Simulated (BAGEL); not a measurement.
**C4H2Be (Be(CCH)2) at B3LYP/6-31G(d) (density fitting with qzvpp-jkfit, spherical functions)**

What is the energy change on altering one bond length of C4H2Be (Be(CCH)2) at B3LYP/6-31G* (density fitting with qzvpp-jkfit, spherical functions)? 

Program for the calculation: BAGEL 1.2.2.

6 further runs of the same task are left out: 6 set aside as unsound or not needed. Runs told in other sessions of the task aren't counted.

## (1) Starting point

C4H2Be: 7 atoms, total charge 0, spin state singlet. As SMILES, `C#[C][Be][C]#C`. The shape comes from GFN2-xTB, which is rough for such elements, and wasn't checked as a minimum.

Bond lengths: Be1–C2 1.658 Å, C2–C3 1.208 Å, Be1–C5 1.658 Å, C5–C6 1.208 Å, C3–H4 1.055 Å, C6–H7 1.055 Å. Angles: Be1–C2–C3 179.9°, C2–Be1–C5 179.7°, Be1–C5–C6 179.7°, C2–C3–H4 179.9°, C5–C6–H7 179.8°.

## (2) The energy at B3LYP/6-31G(d) (density fitting with qzvpp-jkfit, spherical functions)

The input, input.json:

```json
{ "bagel": [

{
  "title": "molecule",
  "basis": "6-31gs.json",
  "df_basis": "qzvpp-jkfit",
  "angstrom": true,
  "geometry": [
    { "atom": "Be", "xyz": [    0.000620,    0.010690,    0.000080 ] },
    { "atom": "C", "xyz": [    0.002220,   -0.005280,    1.658240 ] },
    { "atom": "C", "xyz": [    0.003160,   -0.019850,    2.865860 ] },
    { "atom": "H", "xyz": [    0.005080,   -0.031460,    3.921240 ] },
    { "atom": "C", "xyz": [   -0.000550,    0.017160,   -1.658180 ] },
    { "atom": "C", "xyz": [   -0.002660,    0.015280,   -2.865890 ] },
    { "atom": "H", "xyz": [   -0.007880,    0.013460,   -3.921350 ] }
  ]
},
{
  "title": "ks",
  "xc_func": "b3lyp"
},
{
  "title": "print",
  "file": "orbitals.molden",
  "orbitals": true
}

]}
```

The basis set 6-31G* is read from a file made from the Basis Set Exchange's data (not shown).

The run is started by

```bash
BAGEL_NUM_THREADS=1 BAGEL input.json > input.out
```

Output:

```text
* using 1 threads per process

  ===============================================================
  ===============================================================

  *** Geometry ***

  { "atom" : "Be", "xyz" : [      0.001172,      0.020201,      0.000151 ] },
  { "atom" : "C", "xyz" : [      0.004195,     -0.009978,      3.133619 ] },
  { "atom" : "C", "xyz" : [      0.005972,     -0.037511,      5.415691 ] },
  { "atom" : "H", "xyz" : [      0.009600,     -0.059451,      7.410070 ] },
  { "atom" : "C", "xyz" : [     -0.001039,      0.032428,     -3.133506 ] },
  { "atom" : "C", "xyz" : [     -0.005027,      0.028875,     -5.415747 ] },
  { "atom" : "H", "xyz" : [     -0.014891,      0.025436,     -7.410278 ] },

  Number of auxiliary basis functions:      387

  Since a DF basis is specified, we compute 2- and 3-index integrals:
    o Being stored without compression. Storage requirement is 0.017 GB

  Number of basis functions:       74
  Number of electrons      :       30

    * METHOD: MOLECULE                             0.14

  *** Kohn-Sham DFT ***

    * Removing 11016 points whose weight is below 1.00e-10
    * Grid points: 93326

  === Nuclear Repulsion ===
    85.2606730642

       - DIIS with orbital gradients will be used.

  === KS iteration (b3lyp / 6-31gs.json) ===
      0       -143.84966462          0.12373680           0.24
      1       -145.99393826          0.15447225           0.23
      2       -146.89515397          0.14058949           0.23
      3       -165.03871467          0.08475216           0.23
      4       -167.96378727          0.02738131           0.23
      5       -167.76466987          0.03824826           0.23
      6       -167.75052177          0.03878237           0.24
      7       -168.25072847          0.00708539           0.23
      8       -168.26698529          0.00109219           0.23
      9       -168.26742583          0.00007764           0.23
     10       -168.26742870          0.00002548           0.23
     11       -168.26742833          0.00004250           0.23
     12       -168.26742891          0.00000083           0.23
     13       -168.26742891          0.00000087           0.23
     14       -168.26742891          0.00000008           0.23
     15       -168.26742891          0.00000004           0.23
     16       -168.26742891          0.00000003           0.23
     17       -168.26742891          0.00000001           0.23
    * SCF iteration converged.

    * Permanent dipole moment:
           (    0.001774,     0.000485,    -0.000067) a.u.

    * METHOD: KS                                   4.62

    * METHOD: PRINT                                0.01

  ===============================================================
```

Run time: 5.1 s. Hardware: 1 thread of Arm Neoverse V1, shared host; peak memory 0.32 GiB.

## (3) The distorted shape, same level

The input, dft.json:

```json
{ "bagel": [

{
  "title": "molecule",
  "basis": "6-31gs.json",
  "df_basis": "qzvpp-jkfit",
  "angstrom": true,
  "geometry": [
    { "atom": "Be", "xyz": [   -0.001300,    0.029854,   -1.989689 ] },
    { "atom": "C", "xyz": [    0.002220,   -0.005280,    1.658240 ] },
    { "atom": "C", "xyz": [    0.003160,   -0.019850,    2.865860 ] },
    { "atom": "H", "xyz": [    0.005080,   -0.031460,    3.921240 ] },
    { "atom": "C", "xyz": [   -0.002470,    0.036324,   -3.647949 ] },
    { "atom": "C", "xyz": [   -0.004580,    0.034444,   -4.855659 ] },
    { "atom": "H", "xyz": [   -0.009800,    0.032624,   -5.911119 ] }
  ]
},
{ "title": "ks", "xc_func": "b3lyp", "charge": 0 },
{ "title": "print", "file": "orbitals.molden", "orbitals": true }

]}
```

The basis set 6-31G* is read from a file made from the Basis Set Exchange's data (not shown).

The run is started by

```bash
BAGEL_NUM_THREADS=1 BAGEL dft.json > dft.out
```

Output:

```text
* using 1 threads per process

  ===============================================================
  ===============================================================

  *** Geometry ***

  { "atom" : "Be", "xyz" : [     -0.002457,      0.056416,     -3.759967 ] },
  { "atom" : "C", "xyz" : [      0.004195,     -0.009978,      3.133619 ] },
  { "atom" : "C", "xyz" : [      0.005972,     -0.037511,      5.415691 ] },
  { "atom" : "H", "xyz" : [      0.009600,     -0.059451,      7.410070 ] },
  { "atom" : "C", "xyz" : [     -0.004668,      0.068642,     -6.893625 ] },
  { "atom" : "C", "xyz" : [     -0.008655,      0.065090,     -9.175866 ] },
  { "atom" : "H", "xyz" : [     -0.018519,      0.061650,    -11.170396 ] },

  Number of auxiliary basis functions:      387

  Since a DF basis is specified, we compute 2- and 3-index integrals:
    o Being stored without compression. Storage requirement is 0.017 GB

  Number of basis functions:       74
  Number of electrons      :       30

    * METHOD: MOLECULE                             0.13

  *** Kohn-Sham DFT ***

    * Removing 9895 points whose weight is below 1.00e-10
    * Grid points: 94447

  === Nuclear Repulsion ===
    72.9774722389

       - DIIS with orbital gradients will be used.

  === KS iteration (b3lyp / 6-31gs.json) ===
      0       -143.52830164          0.12906244           0.25
      1       -125.64508848          0.08007315           0.23
      2       -109.82316292          0.13489102           0.23
      3       -130.74252659          0.11492270           0.23
      4       -136.04919432          0.09798330           0.23
      5       -147.44827395          0.10140922           0.23
      6       -136.93479269          0.09528669           0.23
      7       -110.16131242          0.10252741           0.23
      8       -159.17501381          0.08202835           0.24
      9       -167.20579719          0.04204444           0.23
     10       -167.12984003          0.04669024           0.23
     11       -166.32705010          0.04985391           0.23
     12       -167.86040728          0.01712723           0.24
     13       -168.01492886          0.01005596           0.24
     14       -167.98857329          0.01165740           0.23
     15       -168.04625627          0.00277304           0.24
     16       -168.04851526          0.00196455           0.24
     17       -168.05087109          0.00044928           0.23
     18       -168.05097103          0.00002242           0.23
     19       -168.05097129          0.00000683           0.23
     20       -168.05097131          0.00000242           0.24
     21       -168.05097131          0.00000161           0.23
     22       -168.05097131          0.00000034           0.24
     23       -168.05097131          0.00000016           0.23
     24       -168.05097131          0.00000008           0.23
     25       -168.05097131          0.00000002           0.23
     26       -168.05097131          0.00000001           0.23
    * SCF iteration converged.

    * Permanent dipole moment:
           (    0.004480,    -0.022637,     2.783513) a.u.

    * METHOD: KS                                   6.78

    * METHOD: PRINT                                0.01

  ===============================================================
```

It took 7.2 s on 1 thread of Arm Neoverse V1, shared host; peak memory 0.33 GiB.

## (4) Results

Level: B3LYP/6-31G* (density fitting with qzvpp-jkfit, spherical functions).

| quantity | value |
| --- | --- |
| first shape: total energy | -168.26743 Eh |
| first shape: dipole moment | 0.00 D |
| first shape: HOMO energy | -7.57 eV |
| first shape: LUMO energy | -1.23 eV |
| first shape: HOMO–LUMO gap | 6.34 eV |
| distorted shape: total energy | -168.05097 Eh |
| distorted shape: dipole moment | 7.08 D |
| distorted shape: HOMO energy | -5.89 eV |
| distorted shape: LUMO energy | -4.16 eV |
| distorted shape: HOMO–LUMO gap | 1.72 eV |
| energy change with the Be1–C2 bond stretched from 1.658 to 3.648 Å | 5.890 eV |

What this shows: One bond (distorted shape) is far stretched, which a spin-restricted single reference describes badly; a broken-symmetry solution may lie lower. With the Be1–C2 bond stretched from 1.658 to 3.648 Å the energy rises by 5.89 eV (568 kJ/mol). The first shape isn't relaxed at this level, so the change isn't measured from a minimum. A restricted reference can't describe the breaking bond well at this length.
